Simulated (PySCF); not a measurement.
# CuH5O5 ([Cu(OH)5]2-): the cost of one run

Programs: PySCF 2.14.0, with routines of our own; each step states its level. All values are computed. Atoms count from 0.

### Step 1. The starting structure

11 atoms, charge -2, states of the metal's open shell are computed; geometry from: model geometry, bond lengths from ionic radii.

### Step 2. Ligand-field states: state-averaged CASSCF in water

What the job is given:

```
{"job": {"kind": "lf", "basis": {"metal": "x2c-TZVPall", "ligand": "x2c-SVPall"}, "nevpt": true, "solvent": "water"}, "charge": -2, "metal": "Cu", "open_shell": "d8"}
Cu     0.000000     0.000000     0.000000
O      0.000000     0.000000     1.810000
H      0.800000     0.000000     2.350000
O      1.782502     0.000000    -0.314303
H      2.314298     0.800000    -0.408073
O     -1.782502     0.000000    -0.314303
H     -2.314298    -0.800000    -0.408073
O      0.000000     1.782502    -0.314303
H     -0.800000     2.314298    -0.408073
O     -0.000000    -1.782502    -0.314303
H      0.800000    -2.314298    -0.408073
```

Method: state-averaged CASSCF of the metal d shell, SC-NEVPT2 on the averaged canonical orbitals, state-interaction spin-orbit coupling.

Run with:

```sh
OMP_NUM_THREADS=1 python lf_run.py task.json out
```

The driver reads the jobs from task.json and runs them one after another.

Q: Estimate the wall time and peak memory of this first job on 1 thread of Arm Neoverse V1, shared host.

About 9.6 s, with a peak of 0.36 GiB.
